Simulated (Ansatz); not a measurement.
The same calculation of N, space group P4_2/mnm as a Python script and as an input file (the Python package of Ansatz (0.2.0)).

`n.py`
```python
'''N with all its electrons on LAPW.'''

from pathlib import Path

import ansatz as az
from ase import Atoms
from pymatgen.core import Structure

atoms = Atoms(
    ['N', 'N', 'N', 'N'],
    scaled_positions=[
        [0.9042752, 0.9042752, 0.0],
        [0.5957248, 0.4042752, 0.5],
        [0.0957248, 0.0957248, 0.0],
        [0.4042752, 0.5957248, 0.5],
    ],
    cell=[
        [4.08406197, 0.0, 0.0],
        [0.0, 4.08406197, 0.0],
        [0.0, 0.0, 5.34591325],
    ],
    pbc=True,
)
material = az.Crystal.from_ase(atoms)

setup = material.calculation()
setup = setup.functional('LDA')
setup = setup.kpoints(3, 3, 2, shift=0.5)
setup = setup.occupations(az.OccupationsMethod.FIXED).scf(tolerance=1e-09, algorithm='density_mixing', self_checks='high')
setup = setup.pseudopotentials('all_electron', lapw=True)
planned = setup.session().plan(threads=1)
facts = planned.describe()
print('plan:', facts['n_bands'], 'bands,', len(facts['kpoints_frac']), 'k-points, plane waves', facts['n_pw_range'], 'grid', facts['fft_dense'])
out = planned.execute()
summary = out.report

n_atoms = len(summary['lattice']['sites'])
print('F =', round(summary['free_energy_ev'], 4), 'eV for', n_atoms, 'atoms')
print('E(sigma -> 0) =', round(summary['energy_sigma0_ev'], 4), 'eV, TS =', round(summary['entropy_ts_ev'], 5), 'eV')
print('closed by', summary['closed_by'], 'after', summary['n_iterations'], 'iterations')

lines = ['| quantity | value |', '|---|---|']
lines.append(f'| free energy per atom | {summary["free_energy_ev"] / len(out.lattice.sites):.4f} eV |')
lines.append(f'| Fermi level | {summary["fermi_energy_ev"]:.3f} eV |')
lines.append(f'| volume per atom | {summary["setup"]["cell_volume_ang3"] / len(out.lattice.sites):.3f} A^3 |')
lines.append(f'| valence electrons | {summary["n_electrons"]:g} |')
Path('summary.md').write_text('\n'.join(lines) + '\n')

final = Structure(out.lattice.cell_ang, [s.symbol for s in out.lattice.sites], [s.position_frac for s in out.lattice.sites])
# count neighbours out to a fixed multiple of the shortest distance
for index, (site, neighbours) in enumerate(zip(final, final.get_all_neighbors(5.5))):
    first = min(n.nn_distance for n in neighbours)
    shell = [n for n in neighbours if n.nn_distance < 1.1 * first]
    mean = sum(n.nn_distance for n in shell) / len(shell)
    print(f'atom {index} {site.specie.symbol}: {len(shell)} neighbours within 1.1 of the shortest distance, mean {mean:.3f} A')

errors = summary['lapw_basis_errors']
print(f'estimated basis error {1000 * errors["total_ev_per_atom"]:.3f} meV/atom, target {1000 * errors["basis_error_target_ev_per_atom"]:.3f}')
for sphere in errors['spheres']:
    print(f'  {sphere["species"]:2s} muffin-tin radius {sphere["muffin_tin_radius_ang"]:.3f} A, core shells {sphere["core_shells"]}')
```

```console
$ python n.py
plan: 18 bands, 3 k-points, plane waves [7668, 7708] grid [48, 48, 60]
F = -5919.1235 eV for 4 atoms
E(sigma -> 0) = -5919.1235 eV, TS = 0.0 eV
closed by deck_thresholds after 8 iterations
atom 0 N: 1 neighbours within 1.1 of the shortest distance, mean 1.106 A
atom 1 N: 1 neighbours within 1.1 of the shortest distance, mean 1.106 A
atom 2 N: 1 neighbours within 1.1 of the shortest distance, mean 1.106 A
atom 3 N: 1 neighbours within 1.1 of the shortest distance, mean 1.106 A
estimated basis error 0.150 meV/atom, target 0.250
  N  muffin-tin radius 0.553 A, core shells 0
```

`input.yaml`:
```yaml
crystal:
  lattice:
    - [4.08406197, 0.0, 0.0]
    - [0.0, 4.08406197, 0.0]
    - [0.0, 0.0, 5.34591325]
  atoms:
    - { symbol: "N", position: [0.9042752, 0.9042752, 0.0] }
    - { symbol: "N", position: [0.5957248, 0.4042752, 0.5] }
    - { symbol: "N", position: [0.0957248, 0.0957248, 0.0] }
    - { symbol: "N", position: [0.4042752, 0.5957248, 0.5] }
kpoints:
  mp_grid: { grid: [3, 3, 2], shift: [0.5, 0.5, 0.5] }
hamiltonian:
  xc: lda
  pseudopotentials: { kind: all_electron, lapw: {} }
scf:
  algorithm: density_mixing
  self_checks: high
  convergence: { dr2_threshold: 1.0e-09 }
  occupations: { method: fixed }
```

Launched from the shell:
```console
$ ansatz run input.yaml --threads 1 --pin off --max-ram 3072MiB --backend cpu --events-out ev --progress --plain --runs-dir out
LAPW: plane waves up to 17.207 Å⁻¹, error target 2.5e-4 eV per atom; small_component_spin mean_spin; N in spheres of 0.553 Å, 7 of its electrons in bands, Dirac shells [] (how accurate: hamiltonian.pseudopotentials.lapw.basis_error, Limitations)
Engine: ansatz 0.2.0, aarch64-unknown-linux-gnu
Pseudopotentials: kind: all_electron
Pseudopotential: N, LAPW, valence charge 7, lapw/all_electron/scalar/gaussian/N, Koelling and Harmon's equation, gaussian nucleus
Functional definition: SPW92
  exchange = slater_x
  correlation = pw_c
davidson cushion auto → on  (no smearing: the cushion is to keep the highest requested band from converging to the state above it; pin scf.eigensolver.cushion to override)
Crystal: 4 atoms, lattice volume = 89.167 Å³
Basis set: ecut = 1127.997859455996 eV, 7693 PW (Γ), exchange–correlation at level 2
Bands: 18, of which v1, the nominal top of the filled ones, is band 14 counted from 1 (13 counted from 0)
Symmetry: 16 space group operations
Space group: P42/mnm (ITA 136), of the structure as read, at distance tolerance 4.5e-5 Å
k-points: 3 of 18
Non-local potential: N, projectors of the file, none
Initial density: superposition of atomic densities (chi_scale 0.1, normalization cell)
Initial wavefunctions: plane waves of lowest kinetic energy (no species holds an atomic orbital)
Functional: x = slater, c = lda
iter 1 solved again at ethr=1.35e-2 eV; its pass at ethr=1.00e-1 eV (dr2=3.78e0 eV) is discarded
SCF iter   1: F=—  HF=-5920.952797 eV  |F-HF|=—  |Δ(HF+E_count)|=         —  Δρ=8.94e-2  dr2=3.88e0  ethr=1.35e-2  ⟨swp⟩=2.0  Hψ=354  notcnv=0
preconditioner: auto → Resta (q_TF=auto, 2.249 Å⁻¹)  ε∞=2.7  [insulator: Δε(μ)=7.983 eV  Ē_g=13.352 eV  n_scr=18 (ndim 8)  ℏωp=17.6 eV  f_vac=0.254  ε∞_Penn≈2.7]
SCF iter   2: F=—  HF=-5919.392752 eV  |F-HF|=—  |Δ(HF+E_count)|=    1.56e0  Δρ=3.85e-2  dr2=6.05e-1  ethr=1.35e-2  ⟨swp⟩=3.0  Hψ=158  notcnv=0
iter 3 solved again at ethr=4.65e-5 eV; its pass at ethr=2.16e-3 eV (dr2=1.30e-2 eV) is discarded
SCF iter   3: F=—  HF=-5919.125868 eV  |F-HF|=—  |Δ(HF+E_count)|=   2.67e-1  Δρ=5.68e-3  dr2=1.24e-2  ethr=4.65e-5  ⟨swp⟩=3.0  Hψ=294  notcnv=0
SCF iter   4: F=—  HF=-5919.123243 eV  |F-HF|=—  |Δ(HF+E_count)|=         —  Δρ=5.94e-4  dr2=4.36e-4  ethr=4.42e-5  ⟨swp⟩=2.7  Hψ=135  notcnv=0
the basis was enlarged: its passes take 139.3 KiB over the memory plan, 1 of 1 planned eigensolver slots
SCF iter   5: F=—  HF=-5919.123474 eV  |F-HF|=—  |Δ(HF+E_count)|=   2.31e-4  Δρ=2.77e-4  dr2=3.41e-5  ethr=1.56e-6  ⟨swp⟩=3.0  Hψ=174  notcnv=0
SCF iter   6: F=—  HF=-5919.123466 eV  |F-HF|=—  |Δ(HF+E_count)|=   7.49e-6  Δρ=1.88e-5  dr2=2.13e-7  ethr=1.22e-7  ⟨swp⟩=3.0  Hψ=171  notcnv=0
SCF iter   7: F=—  HF=-5919.123467 eV  |F-HF|=—  |Δ(HF+E_count)|=   2.44e-7  Δρ=2.47e-6  dr2=5.70e-9  ethr=7.60e-10  ⟨swp⟩=3.0  Hψ=174  notcnv=0
SCF iter   8: F=-5919.123467 eV  HF=-5919.123467 eV  |F-HF|=3.23e-10  |Δ(HF+E_count)|=   1.54e-8  Δρ=3.70e-7  dr2=1.68e-10  ethr=2.03e-11  ⟨swp⟩=3.7  Hψ=180  notcnv=0
SCF 1 converged in 8 iterations: F = -5919.123467 eV  dr2 = 1.68e-10
SCF converged after 8 iterations
Free energy (F): -5919.123467 eV
Harris-Foulkes:  -5919.123467 eV  (|F-HF|=3.23e-10)
Internal energy: -5919.123467 eV  (E = F + TS)
E sigma→0 (E₀):  -5919.123467 eV
Fermi energy:    -5.645764 eV
--- Per-component energies (eV) ---
  E_band       = -3219.515962
  E_kinetic    = 5888.379513
  E_xc         = -694.685761
  E_electrostatic = -11112.817219  (all electrons and nuclei)
  E_smearing   = -0.000000  (= −TS)
  E_closure    = 0.000000  (closes the sum)
  E_atoms      = -5883.598549  (free atoms, spherical and without spin; not in F)
  Σ components = -5919.123467   (vs F -5919.123467, Δ=0.00e0)
  Basis errors (estimates in eV, not in F): energy 1.5e-4 per atom: plane waves 1.4e-4 (9.2e-5 summed), levels above the bands 0.0e0, relativity 6.4e-8, radial functions 7.4e-6, core shells 0.0e0; eigenvalues (radial functions only) 3.0e-7; not estimated: angular momenta, meshes, grids; target (lapw.basis_error) 2.5e-4; muffin-tin radii N 0.553 Å
--- Band table (eV) ---
  k-point 0: bands = ["-375.8546", "-375.8546", "-375.8198", "-375.8198", "-23.6502", "-23.6142", "-8.9733", "-8.9292", "-7.5904", "-7.3470", "-7.2027", "-7.0669", "-6.1685", "-5.8190", "1.5914", "2.0597", "2.2593", "2.3992"]
  k-point 1: bands = ["-375.8546", "-375.8546", "-375.8198", "-375.8198", "-23.6225", "-23.6225", "-9.1337", "-9.1337", "-7.4426", "-7.4426", "-7.1970", "-7.1970", "-5.8193", "-5.8193", "1.9826", "1.9826", "2.4974", "2.4974"]
  k-point 2: bands = ["-375.8546", "-375.8546", "-375.8198", "-375.8198", "-23.6129", "-23.6129", "-9.2408", "-9.2408", "-7.4848", "-7.4848", "-7.2745", "-7.2745", "-5.6458", "-5.6458", "1.9619", "1.9619", "2.9770", "2.9770"]
```

The settings weren't tested for convergence. Under fixed occupations the level called the Fermi level is the highest filled one on the SCF mesh; off the mesh a filled band can lie a little above it. Energy and stress may still move on a finer k-point mesh. No spin polarisation was allowed. This isn't the structure that N takes at ambient conditions. It ran for 12 s on 1 thread of Arm Neoverse V1, on a shared host, peak memory 0.63 GiB.

(Lines on the test bed's own set-up are left out of the output.)
